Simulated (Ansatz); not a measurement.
**Al2Zn: a line through an energy map**

One table from this session's results is given with a row withheld; the runs are named, their logs left out.

Program: Ansatz 0.2.0. Level of theory: DFT LDA, scalar-relativistic, plane waves, PAW. These are calculated values, not measurements.

2 further runs of the same task are left out: 2 set aside as unsound or not needed.

**The structure to begin with**

It takes space group P-3m1 (No. 164, trigonal). The conventional cell has a = 2.770 Å, b = 2.770 Å, c = 6.826 Å, α = 90.00°, β = 90.00°, γ = 120.00°. Al (site symmetry 3m) has 3 Zn at 2.75 Å and 9 Al at 2.77 to 2.84 Å as nearest neighbours. Zn (site symmetry -3m) has 6 Al at 2.75 Å and 6 Zn at 2.77 Å as nearest neighbours.

Coordinates:

```
Al Zn
1.0
     2.76995    0.00000    0.00000
    -1.38497    2.39884    0.00000
     0.00000    0.00000    6.82607
Al Zn
2 1
Direct
  0.33333 0.66667 0.32822
  0.66667 0.33333 0.67178
  0.00000 0.00000 0.00000
```

It goes back to an entry of the Materials Project, which need not be the stable form.

This cell was relaxed beforehand with the same method: volume 15.12 Å³/atom, gap on the mesh none (metal).

**The scan**

The energy is mapped over volume and the cell's shape.

- volume per atom: 5 values from 12.70 to 17.54 Å³
- c/a of the conventional cell: 5 values from 2.054 to 2.956

Nothing else is relaxed (fractional coordinates fixed). Energies count from the relaxed crystal. Points are written as (first, second).

Set-up of the first run:

The input, input.yaml:

```yaml
crystal:
  lattice:
    - [2.5354698831, 0.0, 0.0]
    - [-1.2677349415, 2.1957813293, 0.0]
    - [0.0, 0.0, 6.8434867614]
  atoms:
    - { symbol: Al, position: [0.3333333333, 0.6666666667, 0.3282219152] }
    - { symbol: Al, position: [0.6666666667, 0.3333333333, 0.6717780848] }
    - { symbol: Zn, position: [0.0, 0.0, 0.0] }
basis:
  ecutwfc: 520.0
kpoints:
  mp_grid: { grid: [18, 18, 8] }
hamiltonian:
  xc: lda
  pseudopotentials: { kind: paw }
scf:
  occupations: { method: gaussian, width: 0.15 }
output:
  forces: true
  stress: true
  eigenvalues: true
```

Run with:

```sh
$ ansatz run input.yaml --threads 1 --pin off --max-ram 2048MiB --backend cpu --events-out ev --progress --plain --runs-dir out
```

Steps of the session up to this table: Point (12.70 Å³, 2.699); The run at (13.91 Å³, 2.699); The run at (15.12 Å³, 2.699); The run at (16.33 Å³, 2.699); Point (17.54 Å³, 2.699).

One of the session's tables, all rows but one given; the rest of the session is left out.

| volume per atom (Å³) | energy (meV/atom) | slope (meV/atom per Å³) | pressure (GPa) | largest force on an atom (eV/Å) |
| --- | --- | --- | --- | --- |
| 12.70 | 196 | −157 | 25.1 | 0.111 |
| 13.91 | 65 | −66 | 10.6 | 0.055 |
| 15.12 | 23 | −8 | 1.2 | 0.023 |
| 16.33 | ? | ? | ? | ? |
| 17.54 | 89 | 53 | −8.5 | 0.000 |

**Question.** Estimate the row for volume per atom (Å³) = 16.33.

Worked estimate for «energy (meV/atom)». A straight line through the neighbours (15.12, 23) and (17.54, 89) gives 23 + (89 − 23) × (16.33 − 15.12) / (17.54 − 15.12) = 56; a parabola fitted to 3 rows on both sides gives 31.

**Answer.** energy (meV/atom): 38; slope (meV/atom per Å³): 30; pressure (GPa): −4.7; largest force on an atom (eV/Å): 0.006. In «energy (meV/atom)» the line misses by +18 and the parabola by -7.

Energies count from the relaxed crystal. Slopes come from the forces (and the stress, where the cell changes), not from differences of energies.
